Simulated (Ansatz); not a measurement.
Working through an active-space calculation of AsBFH3, SMILES FB[AsH2]

Program: the Ansatz DFT code, driven from Python.

Typed at the interpreter:
```pycon
>>> import ansatz
>>> GEOMETRY = '''
... F    -2.02560   -0.12040   -0.74220
... B    -0.76960   -0.39190   -0.22940
... As    0.56550    1.09930    0.05000
... H    -0.41220   -1.49590    0.02830
... H     1.73270    0.26170   -0.64360
... H     0.95130    0.58320    1.49060
... '''
>>> molecule = ansatz.Crystal.molecule()
>>> for line in GEOMETRY.strip().splitlines():
...     symbol, *xyz = line.split()
...     molecule = molecule.atom(symbol, [float(v) for v in xyz])
...
>>> calc = (
...     molecule.calculation()
...     .basis(gaussian='def2-SVP')
...     .correlation(active_electrons=6, active_orbitals=6)
... )
>>> for method in [None, 'sc_nevpt2']:
...     summary = (calc if method is None else calc.correlation(method)).run().report
...     space = summary['configurations']
...     state = space['states'][0]
...     print(method or 'casscf', f'total {summary["free_energy_ev"] / 27.211386246:.6f} Ha, active-space state {state["energy"]["hartree"]:.6f} Ha, mean field {summary["reference_energy_ev"] / 27.211386246:.6f} Ha')
...     print('  determinants', state['n_determinants'], ' natural occupations', [round(n, 3) for n in space['natural_occupations']])
...
casscf total -2359.812108 Ha, active-space state -2359.812108 Ha, mean field -2359.714609 Ha
  determinants 400  natural occupations [1.983, 1.979, 1.979, 0.022, 0.021, 0.016]
Warning: the results are in doubt because another end's mean lies 1.410 eV lower, and its corrected mean 0.616 eV higher
RunWarning: the results are in doubt because another end's mean lies 1.410 eV lower, and its corrected mean 0.616 eV higher
sc_nevpt2 total -2360.226611 Ha, active-space state -2359.760271 Ha, mean field -2359.714609 Ha
  determinants 400  natural occupations [1.993, 1.964, 1.962, 0.041, 0.031, 0.009]
>>> print('effectively unpaired electrons, sum of min(n, 2 - n):', round(sum(min(n, 2 - n) for n in space['natural_occupations']), 3))
effectively unpaired electrons, sum of min(n, 2 - n): 0.163
```

Total energies depend on the basis set; only differences at equal settings carry meaning. Warnings are shown shortened and without file and line. The geometry is a force-field or estimated start, not a minimum of this method, and the basis set is short of its limit. The active space starts as a window about the frontier orbitals and is then optimised, not chosen by chemistry. A lower CASSCF solution was found and passed over, so the printed active-space state isn't the lowest. Run time: 37 s on 1 thread of Intel(R) Xeon(R) Platinum 8488C (Sapphire Rapids), with other jobs on the host, peak memory 0.24 GiB.

(Lines on the test bed's own set-up are left out of the output.)
